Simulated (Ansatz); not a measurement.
**C6H15N: up Jacob's ladder to CCSD(T)**

The task here is to estimate one member of a computed series from the others.

Program: Ansatz 0.2.0, Gaussian basis. Level of theory: functionals in def2-TZVPP, the program's frozen cores in correlated methods. These are calculated values, not measurements.

Plan: LDA (SPW92), PBE-D4, revPBE-D4, BLYP-D4, r2SCAN-D4, B97M-V, PBE0-D4, B3LYP-D4, r2SCANh-D4, r2SCAN0-D4, HSE06-D4, BHLYP-D4, CAM-B3LYP-D4, LC-ωPBE, ωB97X-V, ωB97M-V, B2PLYP, PBE-QIDH; CCSD(T)/def2-SVP; CCSD(T)/def2-TZVPP; MP2/def2-QZVPP; extrapolation to the limit; RPA on PBE.

## Structure used throughout

An earlier PBE0-D4 in a triple-zeta def2 set relaxation fixed the geometry.

SMILES `CCCNCCC`, 22 atoms, charge 0, spin multiplicity 1.

Atoms are counted from 1 here; the program's logs count them from 0.

Bond lengths: C1–C2 1.519 Å, C1–H8 1.092 Å, C1–H9 1.091 Å, C1–H10 1.094 Å, C2–C3 1.519 Å, C2–H11 1.097 Å, C2–H12 1.095 Å, C3–N4 1.448 Å, C3–H13 1.097 Å, C3–H14 1.105 Å, N4–C5 1.446 Å, N4–H15 1.013 Å, C5–C6 1.518 Å, C5–H16 1.096 Å, C5–H17 1.107 Å, C6–C7 1.520 Å, C6–H18 1.095 Å, C6–H19 1.095 Å and more. Angles: C2–C1–H8 111.4°, C2–C1–H9 110.8°, C2–C1–H10 110.8°, H8–C1–H9 108.5°, H8–C1–H10 107.7°, H9–C1–H10 107.5°, C1–C2–C3 113.4°, C1–C2–H11 109.9°, C1–C2–H12 110.1°, C3–C2–H11 108.9°, C3–C2–H12 108.4°, H11–C2–H12 105.9°, C2–C3–N4 111.7°, C2–C3–H13 109.3°, C2–C3–H14 109.5°, N4–C3–H13 107.8°, N4–C3–H14 112.2°, H13–C3–H14 106.2° and more.

The first run:

Input file in.yaml:

```yaml
crystal:
  periodic: [false, false, false]
  atoms:
    - {symbol: C, position_ang: [1.751917, 1.722721, -1.733323]}
    - {symbol: C, position_ang: [1.314176, 0.305036, -2.058844]}
    - {symbol: C, position_ang: [-0.060587, -0.041937, -1.514928]}
    - {symbol: N, position_ang: [-0.088821, -0.000202, -0.068027]}
    - {symbol: C, position_ang: [-1.383913, -0.319336, 0.491645]}
    - {symbol: C, position_ang: [-1.385171, -0.252968, 2.008239]}
    - {symbol: C, position_ang: [-0.467701, -1.271097, 2.666310]}
    - {symbol: H, position_ang: [2.755696, 1.926970, -2.112990]}
    - {symbol: H, position_ang: [1.749135, 1.891615, -0.655482]}
    - {symbol: H, position_ang: [1.071027, 2.451592, -2.182396]}
    - {symbol: H, position_ang: [2.044510, -0.411326, -1.661437]}
    - {symbol: H, position_ang: [1.305815, 0.153673, -3.143057]}
    - {symbol: H, position_ang: [-0.792093, 0.687236, -1.884951]}
    - {symbol: H, position_ang: [-0.376216, -1.024200, -1.911124]}
    - {symbol: H, position_ang: [0.605910, -0.644093, 0.292271]}
    - {symbol: H, position_ang: [-2.102819, 0.407959, 0.098570]}
    - {symbol: H, position_ang: [-1.745889, -1.315416, 0.170802]}
    - {symbol: H, position_ang: [-1.098738, 0.757749, 2.315609]}
    - {symbol: H, position_ang: [-2.411148, -0.412173, 2.355529]}
    - {symbol: H, position_ang: [0.583948, -1.079057, 2.437125]}
    - {symbol: H, position_ang: [-0.564583, -1.245242, 3.753864]}
    - {symbol: H, position_ang: [-0.704456, -2.287495, 2.336592]}
basis:
  gaussian: {orbitals: def2-TZVPP}
hamiltonian: {xc: lda}
output: {orbitals: {seedname: orbitals}}
```

On the command line:

```bash
ansatz run in.yaml --threads 2 --pin off --events-out ev --progress --plain --max-ram 22528MiB --backend cuda --devices 0, --max-vram 18GiB
```

Steps of the session up to this table: LDA; PBE-D4 (GGA); revPBE-D4 (GGA); BLYP-D4 (GGA); r2SCAN-D4 (meta-GGA); B97M-V (meta-GGA); PBE0-D4 (hybrid); B3LYP-D4 (hybrid); r2SCANh-D4 (hybrid); r2SCAN0-D4 (hybrid); HSE06-D4 (hybrid); BHLYP-D4 (hybrid); CAM-B3LYP-D4 (range-separated); LC-ωPBE (range-separated); ωB97X-V (range-separated); ωB97M-V (range-separated); B2PLYP (double hybrid); PBE-QIDH (double hybrid).

One of the session's tables, all rows but one given; the rest of the session is left out.

It belongs to the step «Orbital energies across the functionals». 

| functional | HOMO (eV) | LUMO (eV) | gap (eV) |
| --- | --- | --- | --- |
| LDA (SPW92) | -5.06 | 0.12 | 5.18 |
| PBE-D4 | ? | ? | ? |
| revPBE-D4 | -4.89 | 0.42 | 5.31 |
| BLYP-D4 | -4.86 | 0.32 | 5.18 |
| r2SCAN-D4 | -5.21 | 1.00 | 6.22 |
| B97M-V | -5.43 | 0.45 | 5.88 |
| PBE0-D4 | -6.34 | 1.13 | 7.47 |
| B3LYP-D4 | -6.14 | 0.80 | 6.94 |
| r2SCANh-D4 | -5.74 | 1.24 | 6.98 |
| r2SCAN0-D4 | -6.54 | 1.58 | 8.12 |
| HSE06-D4 | -5.94 | 0.75 | 6.69 |
| BHLYP-D4 | -7.72 | 1.74 | 9.45 |
| CAM-B3LYP-D4 | -7.77 | 1.89 | 9.66 |
| LC-ωPBE | -9.09 | 3.20 | 12.29 |
| ωB97X-V | -8.80 | 2.96 | 11.76 |
| ωB97M-V | -8.73 | 2.55 | 11.28 |

**Question.** Estimate the row for PBE-D4.

**Answer.** HOMO (eV): -4.95; LUMO (eV): 0.31; gap (eV): 5.26. In the column «HOMO (eV)» it lies between LDA (SPW92) (-5.06) and revPBE-D4 (-4.89).
